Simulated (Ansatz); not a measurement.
# F2Si: the cost of one run

The runs use Ansatz 0.2.0, Gaussian basis; PBE0-D4/def2-TZVP structures, single points in def2-TZVPP, no counterpoise correction.

Levels: SPW92, PBE-D4, BLYP-D4, r2SCAN-D4, B97M-V, PBE0-D4, B3LYP-D4, r2SCAN0-D4, BHLYP-D4, CAM-B3LYP-D4, wB97X-V, wB97M-V, B2PLYP, PBE-QIDH, RPA on PBE, Hartree-Fock, MP2, CCSD, CCSD(T).

Correlated methods freeze the cores. B3LYP uses VWN-RPA correlation. B2PLYP carries no dispersion term here.

56 further runs of the same task are left out: 56 set aside as unsound or not needed.

### Step 1. The starting structure

The complex: 5 atoms, charge 0, spin multiplicity 1.

Atoms are counted from 1 here; the program's logs count them from 0.

Bond lengths: Si1–F2 1.605 Å, Si1–F3 1.605 Å, H4–Cl5 1.281 Å. Angles: F2–Si1–F3 100.3°.

As a file:

```
Si    0.4167   -0.7873    0.9427
F    -1.1224   -0.7667    1.3976
F     0.3612   -1.9044   -0.2086
H     0.6524    2.1184   -0.8983
Cl   -0.3079    1.3400   -1.2334
```

Its parts: SiF2 holds atoms 1, 2, 3; HCl holds atoms 4, 5. Each part counts its atoms afresh in its own runs.

### Step 2. Relaxing SiF2 alone

Input file relax-a/in.yaml:

```yaml
crystal:
  periodic: [false, false, false]
  atoms:
    - {symbol: Si, position_ang: [0.416732, -0.787286, 0.942699]}
    - {symbol: F, position_ang: [-1.122447, -0.766655, 1.397598]}
    - {symbol: F, position_ang: [0.361183, -1.904402, -0.208559]}
basis:
  gaussian: {orbitals: def2-TZVP}
hamiltonian: {xc: pbe0, dispersion: d4}
relax: {f_tol: 0.005, max_steps: 200}
```

Launch:

```bash
> ansatz run in.yaml --threads 2 --pin off --events-out ev --progress --plain --max-ram 4352MiB
```

**Question.** How long does this run take on 2 threads of Arm Neoverse V2, shared host?

About 2.8 s.
